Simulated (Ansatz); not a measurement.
**C₂H₅AlFNS: basis-set convergence**

Aim: see how fast density functionals converge with the basis set for C₂H₅AlFNS.

Program: Ansatz 0.2.0, Gaussian basis. Level of theory: one geometry, several basis sets. These are calculated values, not measurements.

Levels to be run: PBE0-D4/def2-SVP; ωB97M-V/def2-SVP; PBE0-D4/def2-QZVPP; ωB97M-V/def2-QZVPP; the functionals' def2-TZVPP values are taken from earlier runs.

### Step 1. The geometry

An earlier PBE0-D4 in a triple-zeta def2 set relaxation fixed the geometry.

SMILES `FC1N[CH2][AlH][S]1`, 11 atoms, charge 0, spin multiplicity 1.

Atoms are counted from 1 here; the program's logs count them from 0.

Bond lengths: F1–C2 1.408 Å, C2–N3 1.402 Å, C2–S6 1.834 Å, C2–H7 1.091 Å, N3–C4 1.458 Å, N3–H8 1.012 Å, C4–Al5 1.965 Å, C4–H9 1.100 Å, C4–H10 1.094 Å, Al5–S6 2.171 Å, Al5–H11 1.576 Å. Angles: F1–C2–N3 112.2°, F1–C2–S6 107.0°, F1–C2–H7 105.4°, N3–C2–S6 113.5°, N3–C2–H7 110.3°, S6–C2–H7 108.0°, C2–N3–C4 117.8°, C2–N3–H8 110.6°, C4–N3–H8 114.2°, N3–C4–Al5 102.3°, N3–C4–H9 113.4°, N3–C4–H10 109.5°, Al5–C4–H9 111.8°, Al5–C4–H10 112.6°, H9–C4–H10 107.2°, C4–Al5–S6 98.2°, C4–Al5–H11 134.2°, S6–Al5–H11 127.6° and more.

As a file:

| atom | x (Å) | y (Å) | z (Å) |
| --- | --- | --- | --- |
| F1 | 0.7739 | 0.5513 | 1.9059 |
| C2 | 0.6850 | 1.0321 | 0.5858 |
| N3 | 0.9572 | 0.0351 | -0.3614 |
| C4 | -0.0055 | -1.0514 | -0.4994 |
| Al5 | -1.7235 | -0.1083 | -0.3589 |
| S6 | -0.9771 | 1.7844 | 0.3995 |
| H7 | 1.4253 | 1.8304 | 0.5180 |
| H8 | 1.9198 | -0.2700 | -0.2911 |
| H9 | 0.0986 | -1.8286 | 0.2715 |
| H10 | 0.1297 | -1.5383 | -1.4695 |
| H11 | -3.2178 | -0.4937 | -0.6798 |

### Step 2. PBE0-D4 in def2-SVP

The input, in.yaml:

```yaml
crystal:
  periodic: [false, false, false]
  atoms:
    - {symbol: F, position_ang: [0.773947, 0.551305, 1.905878]}
    - {symbol: C, position_ang: [0.684977, 1.032069, 0.585768]}
    - {symbol: N, position_ang: [0.957211, 0.035145, -0.361370]}
    - {symbol: C, position_ang: [-0.005468, -1.051370, -0.499371]}
    - {symbol: Al, position_ang: [-1.723544, -0.108329, -0.358931]}
    - {symbol: S, position_ang: [-0.977112, 1.784379, 0.399485]}
    - {symbol: H, position_ang: [1.425288, 1.830419, 0.518029]}
    - {symbol: H, position_ang: [1.919758, -0.270044, -0.291128]}
    - {symbol: H, position_ang: [0.098573, -1.828584, 0.271523]}
    - {symbol: H, position_ang: [0.129679, -1.538272, -1.469458]}
    - {symbol: H, position_ang: [-3.217809, -0.493717, -0.679824]}
basis:
  gaussian: {orbitals: def2-SVP}
hamiltonian: {xc: pbe0, dispersion: d4}
output: {orbitals: {seedname: orbitals}}
```

The runs that follow: ωB97M-V in def2-SVP; PBE0-D4 in def2-QZVPP; ωB97M-V in def2-QZVPP.

Before running them: what should the planned runs give, taken together? Wanted: PBE0-D4: double and triple zeta above quadruple; ωB97M-V: double and triple zeta above quadruple.

**Answer**, as computed:

| quantity | value |
| --- | --- |
| PBE0-D4: double and triple zeta above quadruple | 14.32, 0.87 eV |
| ωB97M-V: double and triple zeta above quadruple | 14.46, 0.83 eV |

In words: For PBE0-D4 the step from double to triple zeta gains 13.45 eV and the next only 0.87 eV. Total energies overstate the basis error of differences, where much of it tends to cancel.
